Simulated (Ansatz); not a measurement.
# Al2Te3H: one candidate of a structure search

The task: take a trial cell of Al2Te3H to zero force and stress.

Computed with Ansatz 0.2.0 (DFT PBE, scalar-relativistic, plane waves, PAW, unless a step's input says otherwise).

## (1) The starting structure

Symmetry: P6/mmm, No. 191, hexagonal system. The conventional cell has a = 6.457 Å, b = 6.457 Å, c = 3.786 Å, α = 90.00°, β = 90.00°, γ = 120.00°. Al (site symmetry -6m2) is surrounded by 6 Te at 2.66 Å and 3 Al at 3.73 Å and 3 H at 3.73 Å. Te (site symmetry mmm) is surrounded by 4 Al at 2.66 Å. Around H (site symmetry 6/mmm) lie 6 Al at 3.73 Å and 12 Te at 3.74 Å and 2 H at 3.79 Å.

As a file:

```
CELL_PARAMETERS angstrom
6.45748 0.00000 0.00000
-3.22874 5.59235 0.00000
0.00000 0.00000 3.78571
ATOMIC_POSITIONS crystal
Al 0.66667 0.33333 0.50000
Al 0.33333 0.66667 0.50000
Te 0.00000 0.50000 0.00000
Te 0.50000 0.50000 0.00000
Te 0.50000 0.00000 0.00000
H 0.00000 0.00000 0.50000
```

A structure generator made this guess: species swapped into a database cell of DyB2Rh3 (P6/mmm, No. 191), with H on the Dy sites, Al on the B sites and Te on the Rh sites. Lengths come from tabulated atomic sizes and are only a guess.

## (2) Probe: one point on a coarse mesh

File input.yaml:

```yaml
crystal:
  lattice:
    - [6.45748472, 0.0, 0.0]
    - [-3.22874236, 5.59234581, 0.0]
    - [0.0, 0.0, 3.78571248]
  atoms:
    - { symbol: Al, position: [0.66666667, 0.33333333, 0.5] }
    - { symbol: Al, position: [0.33333333, 0.66666667, 0.5] }
    - { symbol: Te, position: [0.0, 0.5, 0.0] }
    - { symbol: Te, position: [0.5, 0.5, 0.0] }
    - { symbol: Te, position: [0.5, 0.0, 0.0] }
    - { symbol: H, position: [0.0, 0.0, 0.5] }
basis:
  ecutwfc: 420
kpoints:
  mp_grid: { grid: [3, 3, 4] }
hamiltonian:
  xc: pbe
scf:
  occupations: { method: gaussian, width: 0.1 }
  lower_state_search: "off"
output:
  forces: true
  stress: true
  eigenvalues: true
```

Started as:

```sh
$ ansatz run input.yaml --threads 1 --pin off --max-ram 2048MiB --backend cpu --events-out ev --progress --plain --runs-dir out
```

The session goes on with these runs: a loose first relaxation; relaxation on the finer mesh.

**Question.** What will these runs give? Wanted: conventional cell; volume; energy over the elements; gap on the mesh.

As calculated:

| quantity | value |
| --- | --- |
| symmetry at the end (tolerance 0.05 Å) | space group P6/mmm (No. 191) |
| conventional cell | a = 7.443 Å, b = 7.443 Å, c = 3.725 Å, α = 90.00°, β = 90.00°, γ = 120.00° |
| volume | 29.78 Å³/atom |
| energy over the elements (uncorrected; H, N, O, F and Cl as molecules) | +0.50 eV/atom |
| gap on the mesh | none (metal) |

What this shows: The space group P6/mmm (No. 191) is kept, and the volume per atom grows by 30.7 % from the first guess. With a positive formation energy it can't be a ground state. No finished test with a distortion of lower symmetry is shown, so the end may be a saddle point. Spin-orbit coupling is left out for Te.
